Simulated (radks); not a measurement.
**Exchange and kinetic functionals tested on atomic densities: Au, As, Sn⁴⁺, Si²⁺, Mn, O⁴⁺**

Aim: take each self-consistent density and evaluate many functionals on it, against the exact exchange and kinetic energies of the same orbitals. Every spin shell is full or empty, so the densities are truly spherical.

Program: radks (a radial shooting solver on a logarithmic mesh, Libxc functionals) version 1. Level of theory: non-relativistic Kohn-Sham, LDA (Slater exchange, Perdew-Wang correlation), spin-polarised, spherical densities, point nucleus; open shells are filled with parallel spins first. These are calculated values, not measurements, unless marked.

## (1) The system

* species: Au ([Xe] 4f14 5d10 6s1), As ([Ar] 3d10 4s2 4p3), Sn⁴⁺ ([Kr] 4d10), Si²⁺ ([Ne] 3s2), Mn ([Ar] 3d5 4s2), O⁴⁺ ([He] 2s2)

## (2) Au, [Xe] 4f14 5d10 6s1

Settings of this run:

```text
Z 79
configuration [Xe] 4f14 5d10 6s1
relativity non-relativistic
functional lda,pw
spin polarised
nucleus point
```

Started as:

```
> python run_ks.py task.json out
```

All runs below come from this command, one after another.

## (3) As, [Ar] 3d10 4s2 4p3

Settings of this run:

```text
Z 33
configuration [Ar] 3d10 4s2 4p3
relativity non-relativistic
functional lda,pw
spin polarised
nucleus point
```

## (4) Sn⁴⁺, [Kr] 4d10

Settings of this run:

```text
Z 50
configuration [Kr] 4d10
relativity non-relativistic
functional lda,pw
spin polarised
nucleus point
```

## (5) Si²⁺, [Ne] 3s2

Settings of this run:

```text
Z 14
configuration [Ne] 3s2
relativity non-relativistic
functional lda,pw
spin polarised
nucleus point
```

## (6) Mn, [Ar] 3d5 4s2

Settings of this run:

```text
Z 25
configuration [Ar] 3d5 4s2
relativity non-relativistic
functional lda,pw
spin polarised
nucleus point
```

## (7) O⁴⁺, [He] 2s2

Settings of this run:

```text
Z 8
configuration [He] 2s2
relativity non-relativistic
functional lda,pw
spin polarised
nucleus point
```

Before running it: what results should come out? Wanted: for each run, error in magnitude; Au; As; Sn⁴⁺; Si²⁺; Mn; O⁴⁺.

The runs gave:

| error in magnitude (%) | Au | As | Sn⁴⁺ | Si²⁺ | Mn | O⁴⁺ |
| --- | --- | --- | --- | --- | --- | --- |
| exchange, LDA | -3.77 | -5.59 | -4.91 | -8.30 | -6.39 | -12.68 |
| exchange, B88 | +0.11 | +0.21 | -0.02 | +0.10 | +0.27 | -0.13 |
| exchange, RPBE | -0.18 | -0.00 | -0.27 | +0.19 | +0.14 | +0.60 |
| exchange, APBE | +0.29 | +0.59 | +0.26 | +0.76 | +0.75 | +0.64 |
| exchange, TPSS | -0.38 | +0.06 | -0.32 | +0.35 | +0.28 | +0.53 |
| exchange, SCAN | +0.09 | +0.34 | +0.15 | +0.29 | +0.41 | -0.36 |
| exchange, r2SCAN | -0.14 | +0.08 | -0.12 | +0.05 | +0.13 | -0.45 |
| exchange, MS2 | -0.63 | -0.29 | -0.62 | +0.23 | -0.01 | +0.56 |
| exchange, TASK | -1.81 | -2.43 | -2.21 | -3.04 | -2.72 | -2.99 |
| kinetic, Thomas-Fermi | -4.65 | -6.09 | -5.29 | -7.58 | -6.64 | -10.70 |
| kinetic, von Weizsacker | -64.47 | -52.31 | -58.46 | -36.59 | -47.37 | -10.74 |
| kinetic, TF + vW | +30.88 | +41.59 | +36.25 | +55.83 | +45.99 | +78.55 |
| kinetic, TF + vW/9 | -0.70 | -0.79 | -0.68 | -0.53 | -0.79 | -0.79 |
| kinetic, TF + vW/5 | +2.46 | +3.44 | +3.02 | +5.10 | +3.89 | +7.15 |
| kinetic, LC94 | +0.01 | -0.03 | +0.07 | +0.14 | -0.04 | -0.75 |
| kinetic, APBEK | +0.03 | +0.05 | +0.12 | +0.27 | +0.07 | -0.72 |
| kinetic, PG1 | +12.44 | +17.76 | +15.08 | +26.26 | +20.20 | +43.28 |
| kinetic, DePristo-Kress | -0.21 | -0.13 | -0.10 | +0.00 | -0.11 | -2.06 |

In words: Negative means that the magnitude is too small. For exchange the mean absolute error is least for B88 (0.14 %) and largest for LDA (6.94 %). Among the orbital-free kinetic functionals LC94 (0.17 %) does best and TF + vW (48.18 %) worst. The functionals are evaluated on one density each, not self-consistently.
